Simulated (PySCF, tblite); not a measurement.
**C₇H₁₀SSi: geometry, infrared bands and NMR shifts**

Wanted: the infrared bands and NMR shifts of C₇H₁₀SSi (`C=CC[SiH2]c1cccs1`), by calculation.

Computed with tblite 0.8.0 and PySCF 2.14.0, with density-fitted response routines of our own, on a single molecule in the gas phase. Atoms count from 0, in the outputs and in this text.

**1. The starting structure**

19 atoms, charge 0, multiplicity 1; geometry from: force field or distance geometry start.

Bonds of the start (Å): C0–C1 1.31, C1–C2 1.51, C2–Si3 1.84, Si3–C4 1.84, C4–C5 1.35, C5–C6 1.35, C6–C7 1.36, C7–S8 1.81, S8–C4 1.50, C0–H9 1.10, C0–H10 1.10, C1–H11 1.10, C2–H12 1.10, C2–H13 1.12, Si3–H14 1.46, Si3–H15 1.50, C5–H16 1.11, C6–H17 1.12, C7–H18 1.08.

**2. Relaxing the molecule with GFN2-xTB**

Job settings and geometry (Å):

```
{"job": {"kind": "relax", "xc": "GFN2-xTB", "basis": "xTB"}, "charge": 0, "multiplicity": 1}
C     -3.832400     0.360600    -0.748900
C     -2.831700    -0.036200    -0.004000
C     -1.455100    -0.333500    -0.558500
Si    -0.313800     0.838200     0.292200
C      1.460900     0.361700     0.163600
C      2.016500    -0.862400     0.242000
C      3.360100    -0.933300     0.097400
C      4.020900     0.237200    -0.114700
S      2.582100     1.329600    -0.090500
H     -4.835100     0.575200    -0.349100
H     -3.672300     0.486900    -1.828700
H     -2.994200    -0.169200     1.072400
H     -1.436900    -0.223900    -1.655700
H     -1.253900    -1.400400    -0.281300
H     -0.509500     2.162800    -0.296800
H     -0.716500     0.940000     1.728400
H      1.399500    -1.764600     0.431700
H      3.910400    -1.905200     0.157900
H      5.091100     0.345700    -0.249600
```

Command:

```bash
$ OMP_NUM_THREADS=1 python probes_run.py task.json out
```

One launch serves the whole session: the jobs run in the order shown.

**Question.** This job is followed by: GFN2-xTB harmonic vibrations, gas phase; GIAO PBE0/pcSseg-1 NMR shielding, non-relativistic, gas phase. What will the session give for the following? strongest single infrared mode (GFN2-xTB); zero-point energy (GFN2-xTB); 13C shifts against TMS (PBE0/pcSseg-1); 1H shifts against TMS (PBE0/pcSseg-1, means over atoms taken as alike); 29Si shifts against TMS (PBE0/pcSseg-1); 33S shifts against CS2 (PBE0/pcSseg-1).

**Answer**, as computed:

```
                                                              quantity                                               value
                             strongest single infrared mode (GFN2-xTB)                                716 cm⁻¹, 404 km/mol
                                          zero-point energy (GFN2-xTB)                                       88.4 kcal/mol
                                13C shifts against TMS (PBE0/pcSseg-1)  142.8, 142.0, 140.5, 139.0, 131.3, 120.8, 22.4 ppm
1H shifts against TMS (PBE0/pcSseg-1, means over atoms taken as alike)  7.63, 7.30, 7.29, 6.25, 5.48, 5.28, 4.78, 2.26 ppm
                               29Si shifts against TMS (PBE0/pcSseg-1)                                           -48.8 ppm
                                33S shifts against CS2 (PBE0/pcSseg-1)                                             263 ppm
```

In words: The optimisation took 145 steps and gained 1.861 eV; among the close pairs (by a distance rule), C4–S8 changed most, from 1.503 to 1.736 Å. All 51 modes are real, so the xTB geometry is a minimum. The strongest single mode, at 716 cm⁻¹, moves mainly H15 and H14. GFN2-xTB is a fitted tight-binding method: band positions and strengths are rough. Its intensities can rank the bands wrongly. At PBE0/pcSseg-1: The largest span, 311 ppm, is at S8, where the paramagnetic term is -817 ppm. NICS(1)zz of -28 ppm above the planar ring from C4 marks a diatropic (aromatic) ring current.
